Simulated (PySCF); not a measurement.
# C₃H₅AlCl₂: geometry, spin-spin couplings

Aim: predict the spin-spin couplings of C₃H₅AlCl₂ (`C/C(Cl)=[CH]/[AlH][Cl]`).

Programs: PySCF 2.14.0, with density-fitted response routines of our own. Each step states its level of theory. These are calculated values for one molecule in the gas phase, unless marked as measured. Atoms count from 0, in the outputs and in this text.

## (1) The molecule as given

11 atoms, charge 0, multiplicity 1; geometry from: GFN2-xTB. The atoms were then displaced at random by about 0.01 Å, so the start is not that level's minimum.

Bonds of the start (Å): C0–C1 1.47, C1–Cl2 1.73, C1–C3 1.37, C3–Al4 1.96, Al4–Cl5 2.04, C0–H6 1.07, C0–H7 1.11, C0–H8 1.12, C3–H9 1.10, Al4–H10 1.52.

## (2) Optimising the geometry at PBE0-D3(BJ)/def2-SVP

What the job is given:

```
{"job": {"xc": "PBE0", "basis": "def2-SVP", "d3": "d3bj", "grid": 1, "shake": 0.01, "kind": "geom"}, "charge": 0, "multiplicity": 1}
C     -1.959650    -0.212020     0.231990
C     -0.497750    -0.300270     0.137540
Cl     0.130200    -1.909800     0.046330
C      0.448560     0.683320     0.113900
Al     2.315740     0.117370    -0.018020
Cl     3.698930     1.613640    -0.042490
H     -2.436850    -1.169060     0.217730
H     -2.346180     0.399870    -0.616020
H     -2.264470     0.333940     1.164560
H      0.030910     1.698840     0.179460
H      2.918690    -1.281660    -0.075850
```

Launch:

```
OMP_NUM_THREADS=1 python probes_run.py task.json out
```

This one command runs all jobs of the session in turn.

The log of the run:

```text
step   0  E = -1279.19834330  max force = 0.035679
step   1  E = -1279.20678613  max force = 0.018995
step   2  E = -1279.20881629  max force = 0.006436
step   3  E = -1279.20921098  max force = 0.003688
step   4  E = -1279.20926931  max force = 0.001005
step   5  E = -1279.20928635  max force = 0.000759
step   6  E = -1279.20929124  max force = 0.000702
step   7  E = -1279.20925405  max force = 0.001673
step   8  E = -1279.20928395  max force = 0.000927
step   9  E = -1279.20928253  max force = 0.000864
step  10  E = -1279.20929466  max force = 0.000446
optimisation converged
```

Wall time 69 s (1 thread of Arm Neoverse V1, shared host); peak memory 0.49 GiB.

Relaxation path: (the energy doesn't fall at every step)

| step | energy from step 0 (eV) | largest force component (eV/Å) |
| --- | --- | --- |
| 0 | 0.0000 | 1.8347 |
| 1 | -0.2297 | 0.9768 |
| 2 | -0.2850 | 0.3310 |
| 3 | -0.2957 | 0.1896 |
| 4 | -0.2973 | 0.0517 |
| 5 | -0.2978 | 0.0390 |
| 6 | -0.2979 | 0.0361 |
| 7 | -0.2969 | 0.0860 |
| 8 | -0.2977 | 0.0477 |
| 9 | -0.2977 | 0.0444 |
| 10 | -0.2980 | 0.0229 |

Close pairs (by a distance rule), those that changed most:

| bond | before (Å) | after (Å) | change (Å) |
| --- | --- | --- | --- |
| Al4–Cl5 | 2.038 | 2.115 | +0.077 |
| Al4–H10 | 1.525 | 1.574 | +0.050 |
| C0–C1 | 1.468 | 1.501 | +0.033 |
| C0–H6 | 1.070 | 1.096 | +0.027 |
| C3–Al4 | 1.956 | 1.932 | -0.024 |
| C1–C3 | 1.365 | 1.343 | -0.022 |
| C1–Cl2 | 1.730 | 1.752 | +0.022 |
| C0–H8 | 1.123 | 1.101 | -0.022 |

The final coordinates are the input of the step that follows.

| at the end point | value |
| --- | --- |
| point group (found at 0.08 Å tolerance) | C1 |
| rotational constants (GHz, main isotopes) | 4.428, 0.735, 0.633 |
| dipole moment (D) | 2.77 |

## (3) Indirect couplings: B3LYP/cc-pVTZ

What the job is given:

```
{"job": {"kind": "j", "xc": "B3LYP", "basis": "cc-pVTZ"}, "charge": 0, "multiplicity": 1}
C     -1.972797    -0.145679     0.252448
C     -0.502225    -0.429160     0.151281
Cl    -0.115996    -2.135838     0.057256
C      0.479518     0.486509     0.124703
Al     2.377640     0.160628    -0.027960
Cl     3.565375     1.905743    -0.156150
H     -2.569790    -1.064842     0.232111
H     -2.290706     0.497347    -0.582566
H     -2.190737     0.392880     1.187582
H      0.122389     1.524339     0.182149
H      3.135882    -1.217927    -0.081833
```

With the program's defaults for keys left out, this is: B3LYP/cc-pVTZ indirect spin-spin coupling, non-relativistic, gas phase.

The log of the run:

```text
coarse grid: 11232 points
cycle   1  E = -1280.2698005866  dE =  4.281e-01  |g| = 5.339e-01  |ddm| = 6.608e+00
cycle   2  E = -1280.2118684249  dE =  5.793e-02  |g| = 7.224e-01  |ddm| = 2.062e+00
cycle   3  E = -1280.3363614811  dE = -1.245e-01  |g| = 1.554e-01  |ddm| = 1.171e+00
cycle   4  E = -1280.3426003304  dE = -6.239e-03  |g| = 4.384e-02  |ddm| = 2.896e-01
cycle   5  E = -1280.3430526591  dE = -4.523e-04  |g| = 1.291e-02  |ddm| = 7.481e-02
cycle   6  E = -1280.3430985045  dE = -4.585e-05  |g| = 3.064e-03  |ddm| = 2.446e-02
cycle   7  E = -1280.3431003846  dE = -1.880e-06  |g| = 1.192e-03  |ddm| = 5.802e-03
final grid: 95872 points
cycle   8  E = -1280.3566720317  dE = -3.818e-05  |g| = 4.753e-03  |ddm| = 9.093e-02
cycle   9  E = -1280.3566682303  dE =  3.801e-06  |g| = 5.872e-03  |ddm| = 1.694e-02
cycle  10  E = -1280.3566765204  dE = -8.290e-06  |g| = 1.114e-03  |ddm| = 1.008e-02
cycle  11  E = -1280.3566768047  dE = -2.843e-07  |g| = 3.564e-04  |ddm| = 1.799e-03
cycle  12  E = -1280.3566768319  dE = -2.718e-08  |g| = 1.163e-04  |ddm| = 6.241e-04
cycle  13  E = -1280.3566768356  dE = -3.669e-09  |g| = 3.215e-05  |ddm| = 2.299e-04
cycle  14  E = -1280.3566768358  dE = -2.437e-10  |g| = 6.415e-06  |ddm| = 5.613e-05
converged SCF energy = -1280.3566768358

Indirect spin-spin couplings (Hz)
  i      j    bonds     total        FC       PSO       DSO        SD
  0 C    1 C    1     38.714    39.922    -1.448     0.240         -
  0 C    3 C    2      2.399     2.794    -0.368    -0.028         -
  0 C    4 Al   3      7.535     7.260     0.322    -0.046         -
  0 C    6 H    1    125.098   123.215     1.210     0.672         -
  0 C    7 H    1    119.423   117.411     1.365     0.647         -
  0 C    8 H    1    119.348   117.334     1.368     0.647         -
  0 C    9 H    3      5.287     5.282    -0.086     0.091         -
  0 C   10 H    4      1.525     1.603     0.137    -0.216         -
  1 C    3 C    1     94.699   103.087    -8.633     0.245         -
  1 C    4 Al   2      2.200     1.444     0.746     0.010         -
  1 C    6 H    2     -7.102    -7.019    -0.060    -0.023         -
  1 C    7 H    2     -3.170    -3.189     0.013     0.006         -
  1 C    8 H    2     -3.366    -3.394     0.023     0.005         -
  1 C    9 H    2      3.732     5.463    -1.607    -0.124         -
  1 C   10 H    3     -1.807    -1.663    -0.070    -0.073         -
  3 C    4 Al   1    137.019   139.851    -2.972     0.140         -
  3 C    6 H    3      4.540     4.623     0.368    -0.451         -
  3 C    7 H    3      1.608     1.717    -0.064    -0.045         -
  3 C    8 H    3      1.619     1.725    -0.051    -0.056         -
  3 C    9 H    1    132.283   130.569     0.820     0.894         -
  3 C   10 H    2     25.800    26.141    -0.097    -0.244         -
  4 Al   6 H    4      4.731     4.670     0.295    -0.234         -
  4 Al   7 H    4     -1.602    -1.714     0.258    -0.146         -
  4 Al   8 H    4     -1.700    -1.800     0.250    -0.150         -
  4 Al   9 H    2      3.470     3.686    -0.081    -0.135         -
  4 Al  10 H    1    319.332   321.042    -2.046     0.336         -
  6 H    7 H    2    -12.038   -12.148     2.538    -2.428         -
  6 H    8 H    2    -12.190   -12.302     2.538    -2.427         -
  6 H    9 H    4      1.430     1.565     1.427    -1.562         -
  7 H    8 H    2    -17.114   -17.196     2.489    -2.407         -
  7 H    9 H    4     -1.491    -1.765    -0.523     0.797         -
  7 H   10 H    5     -0.671    -0.391     0.534    -0.815         -
  8 H    9 H    4     -1.641    -1.903    -0.445     0.707         -
  8 H   10 H    5     -0.697    -0.424     0.526    -0.798         -
  9 H   10 H    3      2.565     3.490     0.936    -1.861         -
```

It took 45 s on 1 thread of Arm Neoverse V1, shared host; peak memory 0.93 GiB.

The basis is not made for couplings: without tight functions at the nuclei these values are rough.

Couplings of 1 Hz or more over one to four bonds, nine at most for each number, with means over like pairs (isotopes 27Al, 13C, 1H):

| pair | bonds | J (Hz) | Fermi contact (Hz) | dihedral (°) |
| --- | --- | --- | --- | --- |
| Al4–H10 | 1 | 319.3 | 321.0 | – |
| C3–Al4 | 1 | 137.0 | 139.9 | – |
| C3–H9 | 1 | 132.3 | 130.6 | – |
| C0–H6 | 1 | 121.3 | 119.3 | – |
| C1–C3 | 1 | 94.7 | 103.1 | – |
| C0–C1 | 1 | 38.7 | 39.9 | – |
| C3–H10 | 2 | 25.8 | 26.1 | – |
| H6–H7 | 2 | -13.8 | -13.9 | – |
| C1–H6 | 2 | -4.5 | -4.5 | – |
| C1–H9 | 2 | 3.7 | 5.5 | – |
| Al4–H9 | 2 | 3.5 | 3.7 | – |
| C0–C3 | 2 | 2.4 | 2.8 | – |
| C1–Al4 | 2 | 2.2 | 1.4 | – |
| C0–Al4 | 3 | 7.5 | 7.3 | -179 |
| C0–H9 | 3 | 5.3 | 5.3 | 0 |
| C3–H6 | 3 | 2.6 | 2.7 | – |
| H9–H10 | 3 | 2.6 | 3.5 | 178 |
| C1–H10 | 3 | -1.8 | -1.7 | -3 |
| C0–H10 | 4 | 1.5 | 1.6 | – |

The spin-dipole term was not solved, so all couplings lack that part.

The response was solved for the nuclei of C, H alone, so couplings that need other nuclei can be missing.

Quadrupole couplings from the field gradients of the same density:

| atom | isotope | eQq/h (MHz) | η |
| --- | --- | --- | --- |
| Cl2 | 35Cl | -64.6 | 0.16 |
| Al4 | 27Al | 42.4 | 0.65 |
| Cl5 | 35Cl | -20.9 | 0.60 |

## (4) Spin-spin couplings: B3LYP/6-31G*

The job, as its differences from that of step 3:

```diff
@@ -1,2 +1,2 @@
-{"job": {"kind": "j", "xc": "B3LYP", "basis": "cc-pVTZ"}, "charge": 0, "multiplicity": 1}
+{"job": {"kind": "j", "xc": "B3LYP", "basis": "6-31G*"}, "charge": 0, "multiplicity": 1}
 C     -1.972797    -0.145679     0.252448
```

With the program's defaults for keys left out, this is: B3LYP/6-31G* indirect spin-spin coupling, non-relativistic, gas phase.

The log of the run:

```text
coarse grid: 11232 points
cycle   1  E = -1280.1960690930  dE =  4.525e-01  |g| = 5.128e-01  |ddm| = 3.153e+00
cycle   2  E = -1280.1437745534  dE =  5.229e-02  |g| = 6.785e-01  |ddm| = 1.190e+00
cycle   3  E = -1280.2642733508  dE = -1.205e-01  |g| = 1.506e-01  |ddm| = 7.164e-01
cycle   4  E = -1280.2707510369  dE = -6.478e-03  |g| = 2.841e-02  |ddm| = 1.826e-01
cycle   5  E = -1280.2709546005  dE = -2.036e-04  |g| = 9.702e-03  |ddm| = 4.512e-02
cycle   6  E = -1280.2709847306  dE = -3.013e-05  |g| = 2.276e-03  |ddm| = 1.766e-02
cycle   7  E = -1280.2709861180  dE = -1.387e-06  |g| = 6.544e-04  |ddm| = 3.178e-03
final grid: 95872 points
cycle   8  E = -1280.1989836864  dE = -7.702e-06  |g| = 4.547e-03  |ddm| = 1.410e-02
cycle   9  E = -1280.1989782495  dE =  5.437e-06  |g| = 6.308e-03  |ddm| = 1.132e-02
cycle  10  E = -1280.1989893149  dE = -1.107e-05  |g| = 7.728e-04  |ddm| = 7.454e-03
cycle  11  E = -1280.1989894598  dE = -1.449e-07  |g| = 1.594e-04  |ddm| = 8.498e-04
cycle  12  E = -1280.1989894656  dE = -5.781e-09  |g| = 7.482e-05  |ddm| = 2.518e-04
cycle  13  E = -1280.1989894672  dE = -1.576e-09  |g| = 1.338e-05  |ddm| = 8.635e-05
cycle  14  E = -1280.1989894672  dE = -4.684e-11  |g| = 2.150e-06  |ddm| = 1.706e-05
converged SCF energy = -1280.1989894672

Indirect spin-spin couplings (Hz)
  i      j    bonds     total        FC       PSO       DSO        SD
  0 C    1 C    1     59.141    60.100    -1.201     0.242         -
  0 C    3 C    2     -0.448    -0.136    -0.284    -0.028         -
  0 C    4 Al   3      5.886     5.675     0.257    -0.046         -
  0 C    6 H    1    149.942   148.370     0.837     0.735         -
  0 C    7 H    1    145.871   144.221     0.941     0.709         -
  0 C    8 H    1    145.871   144.221     0.942     0.709         -
  0 C    9 H    3      5.015     4.974    -0.055     0.095         -
  0 C   10 H    4      1.426     1.531     0.110    -0.214         -
  1 C    3 C    1     84.068    91.579    -7.754     0.244         -
  1 C    4 Al   2      0.380    -0.222     0.593     0.009         -
  1 C    6 H    2     -7.029    -6.910    -0.113    -0.006         -
  1 C    7 H    2     -5.798    -5.826     0.014     0.014         -
  1 C    8 H    2     -6.134    -6.169     0.022     0.013         -
  1 C    9 H    2      1.060     2.601    -1.421    -0.119         -
  1 C   10 H    3     -2.184    -2.026    -0.088    -0.070         -
  3 C    4 Al   1    137.921   140.152    -2.373     0.142         -
  3 C    6 H    3      3.775     3.955     0.267    -0.447         -
  3 C    7 H    3      5.874     5.998    -0.083    -0.041         -
  3 C    8 H    3      6.068     6.192    -0.072    -0.052         -
  3 C    9 H    1    150.296   148.950     0.375     0.970         -
  3 C   10 H    2     25.694    26.047    -0.114    -0.238         -
  4 Al   6 H    4      3.907     3.948     0.191    -0.232         -
  4 Al   7 H    4     -1.326    -1.332     0.152    -0.145         -
  4 Al   8 H    4     -1.408    -1.405     0.146    -0.149         -
  4 Al   9 H    2      2.236     2.737    -0.375    -0.127         -
  4 Al  10 H    1    325.365   326.068    -1.070     0.367         -
  6 H    7 H    2    -16.382   -15.503     1.425    -2.305         -
  6 H    8 H    2    -16.518   -15.643     1.429    -2.303         -
  6 H    9 H    4      1.094     1.656     0.973    -1.535         -
  7 H    8 H    2    -21.378   -20.539     1.443    -2.283         -
  7 H    9 H    4     -1.834    -2.150    -0.497     0.814         -
  7 H   10 H    5     -0.905    -0.450     0.351    -0.806         -
  8 H    9 H    4     -2.015    -2.296    -0.442     0.724         -
  8 H   10 H    5     -0.928    -0.484     0.345    -0.789         -
  9 H   10 H    3      2.169     3.426     0.576    -1.834         -
```

Wall time 11 s (1 thread of Arm Neoverse V1, shared host); peak memory 0.69 GiB.

The basis is not made for couplings: without tight functions at the nuclei these values are rough.

This run: J(Al4,H10) 325.4 Hz, J(C3,H9) 150.3 Hz, J(C0,H6) 147.2 Hz (means over like pairs).

## (5) Comparing the runs: spin-spin couplings

Couplings (Hz), each a mean over the pairs like the one named, with basis size and wall time:

| run | Al4–H10 | C3–H9 | C3–Al4 | C0–H6 | C1–C3 | C0–C1 | C3–H10 | functions | time |
| --- | --- | --- | --- | --- | --- | --- | --- | --- | --- |
| B3LYP/cc-pVTZ | 319.3 | 132.3 | 137.0 | 121.3 | 94.7 | 38.7 | 25.8 | 262 | 45 s |
| B3LYP/6-31G* | 325.4 | 150.3 | 137.9 | 147.2 | 84.1 | 59.1 | 25.7 | 106 | 11 s |

## (6) Summary of results

| quantity | value |
| --- | --- |
| point group | C1 |
| rotational constants (main isotopes) | 4.43, 0.74, 0.63 GHz |
| largest coupling of the table (B3LYP/cc-pVTZ) | 1J(Al,H) Al4–H10, 319.3 Hz |
| range of J(Al4,H10), mean over like pairs | 319.3 to 325.4 Hz |

In words: The start of the PBE0/def2-SVP relaxation was shaken at random by about 0.01 Å, so part of the energy gained, and of the first lengths quoted, undoes that. Over 10 steps the energy fell by 0.298 eV; of the close pairs, Al4–Cl5 changed most, 2.038 to 2.115 Å. No frequency check was run at this level, so the end point may be a saddle. The frame itself reshapes: Cl2···Al4 goes from 2.98 to 3.39 Å. In the run at B3LYP/cc-pVTZ, the largest coupling of the table is Al4–H10, 319.3 Hz, of which the Fermi-contact term gives 321.0 Hz. Couplings across rotatable bonds belong to this one conformer; where others are populated, the observed values are averages. The coupling Al4–H10, as a mean over pairs of its kind, runs from 319.3 Hz (B3LYP/cc-pVTZ) to 325.4 Hz (B3LYP/6-31G*). Couplings from bases without tight functions are rough.
